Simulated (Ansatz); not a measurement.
Turn this script for Ansatz 0.2.0, Python API into the input file that the command-line program reads.

The script, `c3h10n2si.py`:
```python
# -*- coding: utf-8 -*-
import warnings

import ansatz
import numpy as np

GEOMETRY = """
C     2.01920   -0.14010    0.17880
C     0.52540    0.07000    0.44940
C    -0.12250    0.98640   -0.61850
N    -1.58110    0.90940   -0.53060
Si   -1.84310   -0.73480    0.08230
N    -0.18900   -1.21000    0.51170
H     2.54870    0.83630    0.19290
H     2.17690   -0.61920   -0.81120
H     2.45680   -0.79020    0.96580
H     0.43170    0.57000    1.44050
H     0.18860    0.66340   -1.63710
H     0.21600    2.03720   -0.47890
H    -1.89070    1.55710    0.23020
H    -2.69980   -0.71000    1.27720
H    -2.37230   -1.60450   -0.97880
H     0.13510   -1.82100   -0.27350
"""


def main():
    warnings.simplefilter("ignore", ansatz.DeckWarning)

    c3h10n2si = ansatz.Crystal.molecule()
    for line in GEOMETRY.strip().splitlines():
        symbol, *xyz = line.split()
        c3h10n2si = c3h10n2si.atom(symbol, [float(v) for v in xyz])

    calc = c3h10n2si.calculation().basis(gaussian="cc-pVDZ").functional("hf").forces()
    out = calc.run(threads=1, pin="off")
    rep = out.report

    print(f"E = {rep['free_energy_ev']:.6f} eV = {rep['free_energy_ev'] / 27.211386246:.7f} Ha")
    print("converged:", rep["converged"], " doubts:", rep["published_state_doubts"] or "none")

    state = rep["mean_field"]["state"]
    print(f"mean field: {state['energy']['hartree']:.7f} Ha, <S^2> = {abs(state['spin_squared']):.4f}, stability: {state.get('stability', {}).get('kind')}")

    symbols = [site.symbol for site in c3h10n2si.cartesian_sites]
    forces = np.array(rep["forces_ev_ang"])
    print("largest force", round(float(np.linalg.norm(forces, axis=1).max()), 4), "eV/A, rms", round(float(np.sqrt((forces ** 2).mean())), 4))

    charges = rep["charge_distribution"]
    print("dipole moment", round(4.803205 * float(np.linalg.norm(charges["dipole_moment_e_ang"])), 3), "D")
    print("Mulliken:", [(s, round(q, 3)) for s, q in zip(symbols, charges["mulliken_charges_e"])])


if __name__ == "__main__":
    main()
```

```console
$ python c3h10n2si.py
E = -14075.984267 eV = -517.2828808 Ha
converged: True  doubts: none
mean field: -517.2828808 Ha, <S^2> = 0.0000, stability: minimum
largest force 2.0047 eV/A, rms 0.6165
dipole moment 1.109 D
Mulliken: [('C', -0.011), ('C', -0.05), ('C', 0.149), ('N', -0.518), ('Si', 0.761), ('N', -0.501), ('H', 0.035), ('H', 0.028), ('H', 0.049), ('H', 0.031), ('H', 0.033), ('H', 0.034), ('H', 0.126), ('H', -0.147), ('H', -0.146), ('H', 0.126)]
```

`input.yaml`:
```yaml
crystal:
  periodic: [false, false, false]
  atoms:
    - { symbol: C, position_ang: [2.0192, -0.1401, 0.1788] }
    - { symbol: C, position_ang: [0.5254, 0.07, 0.4494] }
    - { symbol: C, position_ang: [-0.1225, 0.9864, -0.6185] }
    - { symbol: "N", position_ang: [-1.5811, 0.9094, -0.5306] }
    - { symbol: Si, position_ang: [-1.8431, -0.7348, 0.0823] }
    - { symbol: "N", position_ang: [-0.189, -1.21, 0.5117] }
    - { symbol: H, position_ang: [2.5487, 0.8363, 0.1929] }
    - { symbol: H, position_ang: [2.1769, -0.6192, -0.8112] }
    - { symbol: H, position_ang: [2.4568, -0.7902, 0.9658] }
    - { symbol: H, position_ang: [0.4317, 0.57, 1.4405] }
    - { symbol: H, position_ang: [0.1886, 0.6634, -1.6371] }
    - { symbol: H, position_ang: [0.216, 2.0372, -0.4789] }
    - { symbol: H, position_ang: [-1.8907, 1.5571, 0.2302] }
    - { symbol: H, position_ang: [-2.6998, -0.71, 1.2772] }
    - { symbol: H, position_ang: [-2.3723, -1.6045, -0.9788] }
    - { symbol: H, position_ang: [0.1351, -1.821, -0.2735] }
basis:
  gaussian: { orbitals: cc-pVDZ }
hamiltonian:
  xc: hf
output:
  forces: true
```

On the command line:
```console
$ ansatz run input.yaml --threads 1 --pin off --max-ram 4096MiB --backend cpu --events-out ev --progress --plain --runs-dir out
Engine: ansatz 0.2.0, aarch64-unknown-linux-gnu
Functional definition: HF
  exchange = exact_x
  correlation = 0
1280 factors; integrals over basis functions are off by at most 1.2e-3 eV
mean field evaluation 1: about -14071.6221 eV, gradient 3.9e1 eV
mean field evaluation 2: about -14071.8637 eV, gradient 3.9e1 eV
mean field evaluation 4: about -14075.9166 eV, gradient 4.6e0 eV
mean field evaluation 8: about -14075.9843 eV, gradient 2.6e-4 eV
mean field -14075.98426685 eV, -517.2828807618 hartree, gradient 2.7e-5 eV, S^2 0.000000; 0 other end points of the search recorded, 0 dependent functions left out
the calculation of the forces begins
reference -14075.98426685 eV, -517.2828807618 hartree; 28, 28 occupied and 110, 110 virtual orbitals, 1280 factors
Total energy: -14075.98426685 eV, -517.2828807618 hartree
Atom 0 at     2.019200    -0.140100     0.178800 Å, force     0.270067     0.039057     0.298447 eV/Å
Atom 1 at     0.525400     0.070000     0.449400 Å, force     1.215193     0.367854    -0.043112 eV/Å
Atom 2 at    -0.122500     0.986400    -0.618500 Å, force     0.647543     0.763133    -0.185054 eV/Å
Atom 3 at    -1.581100     0.909400    -0.530600 Å, force    -0.404868     0.562843     1.880949 eV/Å
Atom 4 at    -1.843100    -0.734800     0.082300 Å, force    -0.372904    -0.215626     0.048253 eV/Å
Atom 5 at    -0.189000    -1.210000     0.511700 Å, force    -0.251071    -0.476481    -1.755487 eV/Å
Atom 6 at     2.548700     0.836300     0.192900 Å, force    -0.200358    -0.608677    -0.079219 eV/Å
Atom 7 at     2.176900    -0.619200    -0.811200 Å, force    -0.039601     0.271026     0.546415 eV/Å
Atom 8 at     2.456800    -0.790200     0.965800 Å, force    -0.193978     0.384695    -0.543800 eV/Å
Atom 9 at     0.431700     0.570000     1.440500 Å, force    -0.100711    -0.315931    -0.520929 eV/Å
Atom 10 at     0.188600     0.663400    -1.637100 Å, force    -0.085138     0.156426     0.582803 eV/Å
Atom 11 at     0.216000     2.037200    -0.478900 Å, force    -0.144326    -0.650514    -0.241598 eV/Å
Atom 12 at    -1.890700     1.557100     0.230200 Å, force     0.349005    -0.775223    -1.368071 eV/Å
Atom 13 at    -2.699800    -0.710000     1.277200 Å, force    -0.352971    -0.016011     0.102194 eV/Å
Atom 14 at    -2.372300    -1.604500    -0.978800 Å, force    -0.180903    -0.308502    -0.051344 eV/Å
Atom 15 at     0.135100    -1.821000    -0.273500 Å, force    -0.154979     0.821931     1.329555 eV/Å
Dipole moment:     0.194590     0.123580     0.012705 e Å
```

Caveats:
- Total energies depend on the basis set; only differences at equal settings carry meaning.
- The geometry is a force-field or estimated start, not a minimum of this method, and the basis set is short of its limit.
- Run time: 4.8 s on 1 thread of Arm Neoverse V1, on a shared host, peak memory 0.36 GiB.

(A comment or docstring line of the script was reworded after the run, the code is as it ran; lines on the test bed's own set-up are left out of the output.)
